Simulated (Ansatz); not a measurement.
# CH4FGaO: up Jacob's ladder to CCSD(T)

An exercise on one series of results from a longer session: the logs are not shown, and one member is left open.

Computed with Ansatz 0.2.0, Gaussian basis. Level: functionals in def2-TZVPP, the program's frozen cores in correlated methods.

Levels to be run: LDA (SPW92), PBE-D4, revPBE-D4, BLYP-D4, r2SCAN-D4, B97M-V, PBE0-D4, B3LYP-D4, r2SCANh-D4, r2SCAN0-D4, HSE06-D4, BHLYP-D4, CAM-B3LYP-D4, LC-ωPBE, ωB97X-V, ωB97M-V, B2PLYP, PBE-QIDH; CCSD(T)/def2-SVP; CCSD(T)/def2-TZVPP; MP2/def2-QZVPP; extrapolation to the limit; RPA on PBE.

## Structure used throughout

An earlier PBE0-D4 in a triple-zeta def2 set relaxation fixed the geometry.

SMILES `FC[O][GaH2]`, 8 atoms, charge 0, spin multiplicity 1.

Atoms are counted from 1 here; the program's logs count them from 0.

Bond lengths: F1–C2 1.482 Å, C2–O3 1.328 Å, C2–H5 1.097 Å, C2–H6 1.097 Å, O3–Ga4 1.870 Å, Ga4–H7 1.559 Å, Ga4–H8 1.558 Å. Angles: F1–C2–O3 105.9°, F1–C2–H5 103.3°, F1–C2–H6 103.3°, O3–C2–H5 115.2°, O3–C2–H6 115.2°, H5–C2–H6 112.1°, C2–O3–Ga4 103.9°, O3–Ga4–H7 114.3°, O3–Ga4–H8 114.3°, H7–Ga4–H8 129.7°.

Set-up of the first run:

in.yaml reads:

```yaml
crystal:
  periodic: [false, false, false]
  atoms:
    - {symbol: F, position_ang: [0.195446, 1.102167, -0.582553]}
    - {symbol: C, position_ang: [-1.069911, 0.399022, -0.263044]}
    - {symbol: O, position_ang: [-0.717207, -0.724570, 0.349969]}
    - {symbol: Ga, position_ang: [1.150846, -0.643837, 0.397290]}
    - {symbol: H, position_ang: [-1.610093, 1.122173, 0.360457]}
    - {symbol: H, position_ang: [-1.541075, 0.267423, -1.244923]}
    - {symbol: H, position_ang: [1.736231, -0.094429, 1.733119]}
    - {symbol: H, position_ang: [1.855772, -1.427960, -0.750305]}
basis:
  gaussian: {orbitals: def2-TZVPP}
hamiltonian: {xc: lda}
output: {orbitals: {seedname: orbitals}}
```

Run with:

```console
ansatz run in.yaml --threads 2 --pin off --events-out ev --progress --plain --max-ram 4352MiB
```

Steps of the session up to this table: LDA; PBE-D4 (GGA); revPBE-D4 (GGA); BLYP-D4 (GGA); r2SCAN-D4 (meta-GGA); B97M-V (meta-GGA); B3LYP-D4 (hybrid); r2SCANh-D4 (hybrid); r2SCAN0-D4 (hybrid); HSE06-D4 (hybrid); BHLYP-D4 (hybrid); CAM-B3LYP-D4 (range-separated); LC-ωPBE (range-separated); ωB97X-V (range-separated); ωB97M-V (range-separated); B2PLYP (double hybrid); PBE-QIDH (double hybrid).

One table of the session follows, with a row left open; its other results are not shown here.

| functional | HOMO (eV) | gap (eV) |
| --- | --- | --- |
| LDA (SPW92) | -6.21 | 4.20 |
| PBE-D4 | -6.10 | 4.38 |
| revPBE-D4 | -6.06 | 4.47 |
| BLYP-D4 | -6.04 | 4.37 |
| r2SCAN-D4 | -6.44 | 5.09 |
| B97M-V | -6.60 | 4.98 |
| PBE0-D4 | -7.65 | 6.79 |
| B3LYP-D4 | -7.43 | 6.28 |
| r2SCANh-D4 | -7.01 | 5.96 |
| r2SCAN0-D4 | -7.88 | 7.25 |
| HSE06-D4 | ? | ? |
| BHLYP-D4 | -9.13 | 9.03 |
| CAM-B3LYP-D4 | -9.09 | 9.11 |
| LC-ωPBE | -10.39 | 11.67 |
| ωB97X-V | -10.08 | 11.19 |
| ωB97M-V | -9.98 | 10.81 |

Estimate the missing values for HSE06-D4.

As computed: HOMO (eV): -7.24; gap (eV): 6.01. In the column «HOMO (eV)» it lies between B3LYP-D4 (-7.43) and r2SCANh-D4 (-7.01).
